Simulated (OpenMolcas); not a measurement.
**Ni³⁺ among point charges: CASSCF and CASPT2 levels and susceptibility**

How does a field of 2 point charges split the states of Ni³⁺, and what χT follows?

Method: state-averaged CASSCF and CASPT2, spin-orbit coupling by RASSI with atomic mean-field integrals. Code: OpenMolcas 26.06.

## (1) Starting point

- Species: Ni³⁺ (nickel, Z = 28, 25 electrons)
- Basis: ANO-RCC-VTZP [6s5p3d2f1g], 59 functions
- Scalar Hamiltonian: DKH2, point nucleus
- Inactive shells: 1s 2s 2p 3s 3p
- Active space: 7 electrons in 5 orbitals (3d)
- Some configurations of this space: 3d7
- Orbitals: optimised for each spin and parity, averaged over all roots

Outer shells as boxes (Hund's rule):

3d7
```
3d [↑↓][↑↓][↑ ][↑ ][↑ ]
```

The ion sits among 2 point charges of -3 e arranged as a linear pair (D∞h), 1.94 Å from the ion.

Each step is its own input file, run in one work folder so that later steps find the files of earlier ones. Labels, J, g values, rates, χT and fits are worked out afterwards by a script from the matrices that RASSI stores. The input lists half of the charges; inversion (Group=XYZ) makes the rest.

## (2) GATEWAY and SEWARD: basis and integrals

The input, a.inp:

```
&GATEWAY
Coord
1

Ni 0.0 0.0 0.0
Basis=ANO-RCC-VTZP
Group=XYZ
NoMove
AngMom=0.0 0.0 0.0
AMFI
XField
1 Angstrom 0
0.000000 0.000000 1.940000 -3.000000
&SEWARD
```

Started as:

```bash
> OMP_NUM_THREADS=1 MOLCAS_MEM=1689 MOLCAS_PROJECT=a pymolcas a.inp > a.log
```

## (3) CASSCF: quartets of even parity, 10 roots

The input, a.inp:

```
&RASSCF
FileOrb=start.orb
Symmetry=1
Spin=4
nActEl=7 0 0
Inactive=3 6
Ras2=5 0
CIRoot=10 10 1
SDav=10
CIMx=300
Iter=120 100
PrWF=0.3
OrbListing=Nothing
MaxOrb=0
>>> COPY $Project.JobIph JOB001
```

start.orb holds the contracted functions of the basis, ordered by shell, or the orbitals of the step before.

## (4) CASSCF: doublets of even parity, 40 roots

The input, a.inp:

```
&RASSCF
FileOrb=start.orb
Symmetry=1
Spin=2
nActEl=7 0 0
Inactive=3 6
Ras2=5 0
CIRoot=40 40 1
SDav=40
CIMx=300
Iter=120 100
PrWF=0.3
OrbListing=Nothing
MaxOrb=0
>>> COPY $Project.JobIph JOB002
```

## (5) RASSI: spin-orbit coupling between the states

The input, a.inp:

```
&RASSI
NrOfJobIphs=2 10 40
1 2 3 4 5 6 7 8 9 10
1 2 3 4 5 6 7 8 9 10 11 12 13 14 15 16 17 18 19 20 21 22 23 24 25 26 27
28 29 30 31 32 33 34 35 36 37 38 39 40
IphNames
JOB001
JOB002
EJob
SpinOrbit
DIPRint=1.0
SOCoupling=1000.0
Subsets=2
Property=9
'ANGMOM' 1 'ANGMOM' 2 'ANGMOM' 3 'MLTPL  1' 1 'MLTPL  1' 2 'MLTPL  1' 3
'AMFI' 1 'AMFI' 2 'AMFI' 3
SOProperty=3
'ANGMOM' 1 'ANGMOM' 2 'ANGMOM' 3
```

## (6) CASPT2: IPEA 0.25, imaginary shift 0.1 (closed shells correlated: 3s 3p)

The input, a.inp:

```
>>> COPY JOB001 $Project.JobIph
&CASPT2
Multistate=10 1 2 3 4 5 6 7 8 9 10
NoMult
Frozen=2 3
IPEA=0.25
Imaginary=0.1
MaxIter=60
WThr=0.0 0.3 0.05
PrWF=0.5
NoMix
>>> COPY JOB002 $Project.JobIph
&CASPT2
Multistate=40 1 2 3 4 5 6 7 8 9 10 11 12 13 14 15 16 17 18 19 20 21 22
23 24 25 26 27 28 29 30 31 32 33 34 35 36 37 38 39 40
NoMult
Frozen=2 3
IPEA=0.25
Imaginary=0.1
MaxIter=60
WThr=0.0 0.3 0.05
PrWF=0.5
NoMix
```

(Steps that only read results are left out.)

What does the calculation give? Wanted: spin-free ground state; first state of the same spin within the active space; lowest level; next level.

As calculated:

| quantity | value |
| --- | --- |
| method | SS-CASPT2, IPEA 0.25, imaginary shift 0.1 (closed shells correlated: 3s 3p) |
| spin-free ground state | 4Phi, 2-fold in its orbital part |
| first state of the same spin within the active space | 4Sigma at 79.3 cm⁻¹ |
| lowest level | 2-fold, g = 0.00, 0.00, 12.00 |
| next level | 683.9 cm⁻¹ |
| χT at 300 K | 4.91 cm³ K/mol |
| effective moment at 300 K | 6.26 μB |

Cost by method:

| method | time of its own steps | time with the reference |
| --- | --- | --- |
| A. CASSCF | 11 s | 11 s |
| B. SS-CASPT2, IPEA 0.25, imaginary shift 0.1, +3s 3p | 5.3 s | 16 s |

Times are of one thread on a shared host.

The spin-free ground state (4Phi) comes to 100 % from free-ion F terms and keeps the highest spin of the shell. χT at 300 K is 4.91, against 1.88 cm³ K/mol for the spin alone, so orbital moment adds to it. An active space of the d shell alone favours high spin; real ions in strong fields can be low spin. CASPT2 does not keep the components of a term degenerate, and the means are used. The field of point charges can differ much from that of real complexes. With metal d orbitals alone active, the gaps between spin states are rough; where two lie within a few thousand cm-1, their order is open. This is an electrostatic model: the charges have no orbitals.
